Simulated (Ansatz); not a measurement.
# CH₃BO₂S: basis-set convergence

The task here is to estimate one member of a computed series from the others.

Method: one geometry, several basis sets; program: Ansatz 0.2.0, Gaussian basis.

Plan: PBE0-D4/def2-SVP; ωB97M-V/def2-SVP; PBE0-D4/def2-QZVPP; ωB97M-V/def2-QZVPP; the functionals' def2-TZVPP values are taken from earlier runs.

### The geometry

An earlier PBE0-D4 in a triple-zeta def2 set relaxation fixed the geometry.

8 atoms, charge 0, spin multiplicity 1.

Atoms are counted from 1 here; the program's logs count them from 0.

Bond lengths: O1–C2 1.202 Å, C2–O3 1.348 Å, C2–B4 1.607 Å, O3–H7 0.964 Å, B4–S5 1.747 Å, B4–H8 1.194 Å, S5–H6 1.353 Å. Angles: O1–C2–O3 119.5°, O1–C2–B4 123.5°, O3–C2–B4 116.9°, C2–O3–H7 109.2°, C2–B4–S5 117.7°, C2–B4–H8 122.6°, S5–B4–H8 119.8°, B4–S5–H6 93.8°.

The first run:

Input file in.yaml:

```yaml
crystal:
  periodic: [false, false, false]
  atoms:
    - {symbol: O, position_ang: [0.135113, 1.557207, 0.692605]}
    - {symbol: C, position_ang: [0.447485, 0.411315, 0.510087]}
    - {symbol: O, position_ang: [1.500553, -0.104889, 1.175559]}
    - {symbol: B, position_ang: [-0.326636, -0.570187, -0.499866]}
    - {symbol: S, position_ang: [-1.695075, 0.077283, -1.371890]}
    - {symbol: H, position_ang: [-1.586180, 1.304873, -0.812447]}
    - {symbol: H, position_ang: [1.617143, -1.026369, 0.918399]}
    - {symbol: H, position_ang: [-0.000204, -1.706333, -0.668247]}
basis:
  gaussian: {orbitals: def2-SVP}
hamiltonian: {xc: pbe0, dispersion: d4}
output: {orbitals: {seedname: orbitals}}
```

On the command line:

```sh
$ ansatz run in.yaml --threads 2 --pin off --events-out ev --progress --plain --max-ram 4352MiB
```

Steps of the session up to this table: PBE0-D4 in def2-SVP; ωB97M-V in def2-SVP; PBE0-D4 in def2-QZVPP; ωB97M-V in def2-QZVPP.

One of the session's tables, all rows but one given; the rest of the session is left out.

It belongs to the step «Functionals by basis». 

| functional | basis | HOMO (eV) | LUMO (eV) |
| --- | --- | --- | --- |
| PBE0-D4 | def2-SVP | -7.96 | -2.42 |
| PBE0-D4 | def2-TZVPP | -8.12 | -2.59 |
| PBE0-D4 | def2-QZVPP | -8.16 | -2.63 |
| ωB97M-V | def2-SVP | ? | ? |
| ωB97M-V | def2-TZVPP | -10.51 | -0.50 |
| ωB97M-V | def2-QZVPP | -10.55 | -0.56 |

Q: Estimate the row for ωB97M-V, def2-SVP from the others.

As computed: HOMO (eV): -10.32; LUMO (eV): -0.27. In the column «HOMO (eV)» it lies between ωB97M-V, def2-TZVPP (-10.51) and PBE0-D4, def2-QZVPP (-8.16).
